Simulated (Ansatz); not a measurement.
# ClH4N2OTa: how energies converge with the basis set

One table from this session's results is given with a row withheld; the runs are named, their logs left out.

The runs use Ansatz 0.2.0, Gaussian basis; one geometry, several basis sets.

Plan: PBE0-D4/def2-SVP; ωB97M-V/def2-SVP; PBE0-D4/def2-QZVPP; ωB97M-V/def2-QZVPP; the functionals' def2-TZVPP values are taken from earlier runs.

## Structure used throughout

All runs share one geometry, relaxed beforehand with PBE0-D4 in a triple-zeta def2 set. Ta takes the def2 core potential; no spin-orbit term is included.

SMILES `[NH2][Ta]([NH2])(=[O])[Cl]`, 9 atoms, charge 0, spin multiplicity 1.

Atoms are counted from 1 here; the program's logs count them from 0.

Bond lengths: N1–Ta2 1.973 Å, N1–H6 1.010 Å, N1–H7 1.009 Å, Ta2–N3 1.973 Å, Ta2–O4 1.713 Å, Ta2–Cl5 2.332 Å, N3–H8 1.009 Å, N3–H9 1.010 Å. Angles: Ta2–N1–H6 125.6°, Ta2–N1–H7 124.1°, H6–N1–H7 110.1°, N1–Ta2–N3 112.0°, N1–Ta2–O4 106.3°, N1–Ta2–Cl5 110.0°, N3–Ta2–O4 106.3°, N3–Ta2–Cl5 110.0°, O4–Ta2–Cl5 112.1°, Ta2–N3–H8 124.1°, Ta2–N3–H9 125.6°, H8–N3–H9 110.1°.

The first run:

Input file in.yaml:

```yaml
crystal:
  periodic: [false, false, false]
  atoms:
    - {symbol: N, position_ang: [-1.141279, 1.236920, -0.170950]}
    - {symbol: Ta, position_ang: [0.553323, 0.228352, -0.232908]}
    - {symbol: N, position_ang: [0.335501, -1.623488, 0.412054]}
    - {symbol: O, position_ang: [0.984056, 0.113637, -1.886776]}
    - {symbol: Cl, position_ang: [2.182601, 1.325784, 1.024317]}
    - {symbol: H, position_ang: [-1.704546, 1.390484, 0.653316]}
    - {symbol: H, position_ang: [-1.603996, 1.617539, -0.983051]}
    - {symbol: H, position_ang: [0.492479, -2.443127, -0.155427]}
    - {symbol: H, position_ang: [-0.009637, -1.892502, 1.322425]}
basis:
  gaussian: {orbitals: def2-SVP}
hamiltonian: {xc: pbe0, dispersion: d4}
output: {orbitals: {seedname: orbitals}}
```

Steps of the session up to this table: PBE0-D4 in def2-SVP; ωB97M-V in def2-SVP; PBE0-D4 in def2-QZVPP; ωB97M-V in def2-QZVPP.

One table of the session follows, with a row left open; its other results are not shown here.

It belongs to the step «Density functionals: the series». 

| functional | basis | HOMO (eV) |
| --- | --- | --- |
| PBE0-D4 | def2-SVP | ? |
| PBE0-D4 | def2-TZVPP | -7.88 |
| PBE0-D4 | def2-QZVPP | -7.92 |
| ωB97M-V | def2-SVP | -10.04 |
| ωB97M-V | def2-TZVPP | -10.16 |
| ωB97M-V | def2-QZVPP | -10.21 |

**Question.** Estimate the row for PBE0-D4, def2-SVP.

**Answer.** HOMO (eV): -7.78. In the column «HOMO (eV)» it is the highest.
